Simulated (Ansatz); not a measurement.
Task: a rigid torsion scan of C2H6OSSi, SMILES CC(=O)[SiH2]S, with Ansatz 0.2.0 through its Python package. Give the script and its output. Use (for the species named): PBE0, def2-SVP basis, multiplicity 1.

```
atom    x (Å)    y (Å)    z (Å)
   C  -1.6175  -0.5381   0.3154
   C  -0.5926   0.3428  -0.3341
   O  -0.8048   1.0218  -1.3322
  Si   1.1318   0.4096   0.4215
   S   2.5280  -0.6001  -0.8678
   H  -1.7933  -0.2181   1.3460
   H  -1.2882  -1.5805   0.2943
   H  -2.5601  -0.4621  -0.2351
   H   1.6160   1.8021   0.6201
   H   1.1630  -0.2757   1.7422
   H   2.2178   0.0982  -1.9702
```

`torsion_c2h6ossi.py`:
```python
"""Energy of C2H6OSSi as one group turns about a bond."""

import ansatz as az
from ase import Atoms

atoms = Atoms(["C", "C", "O", "Si", "S", "H", "H", "H", "H", "H", "H"], positions=[
    (-1.6175, -0.5381, 0.3154),
    (-0.5926, 0.3428, -0.3341),
    (-0.8048, 1.0218, -1.3322),
    (1.1318, 0.4096, 0.4215),
    (2.528, -0.6001, -0.8678),
    (-1.7933, -0.2181, 1.346),
    (-1.2882, -1.5805, 0.2943),
    (-2.5601, -0.4621, -0.2351),
    (1.616, 1.8021, 0.6201),
    (1.163, -0.2757, 1.7422),
    (2.2178, 0.0982, -1.9702),
])

# start the scan from a relaxed geometry
first = (
    az.Crystal.molecule_from_ase(atoms).calculation()
    .basis(gaussian="def2-SVP")
    .functional("PBE0")
    .relax(force_tolerance=0.02, max_steps=80)
)
atoms.positions = first.run(threads=1, backend="cpu").report["positions_ang"]

start = atoms.get_dihedral(1, 3, 4, 10)
energies = {}
for turn in range(0, 360, 40):
    turned = atoms.copy()
    turned.set_dihedral(1, 3, 4, 10, start + turn, indices=[4, 10])
    setup = az.Crystal.molecule_from_ase(turned).calculation().basis(gaussian="def2-SVP").functional("PBE0")
    energies[round((start + turn) % 360)] = setup.run(threads=1, backend="cpu").report["free_energy_ev"]
floor = min(energies.values())
print("dihedral C1-Si3-S4-H10 (deg)   E - E(min) (kcal/mol)")
for angle, e in sorted(energies.items()):
    print(f"{angle:8d} {23.060548 * (e - floor):14.3f}  " + "#" * int(30 * (e - floor) / max(max(energies.values()) - floor, 1e-9)))
```

```console
$ python torsion_c2h6ossi.py
dihedral C1-Si3-S4-H10 (deg)   E - E(min) (kcal/mol)
      40          3.043  ###############
      80          5.387  ##########################
     120          6.056  #############################
     160          4.375  #####################
     200          4.372  #####################
     240          6.060  ##############################
     280          5.392  ##########################
     320          3.040  ###############
     360          0.000
```

The scan is rigid and the energies are electronic, in a modest basis. With rigid groups the curve can differ much from the relaxed path, the start wasn't checked as a minimum of this torsion, and equivalent turns needn't return to the same energy. Wall time of the script: 3.4 min on 1 thread of Arm Neoverse V2, with other jobs on the host, peak memory 0.31 GiB.
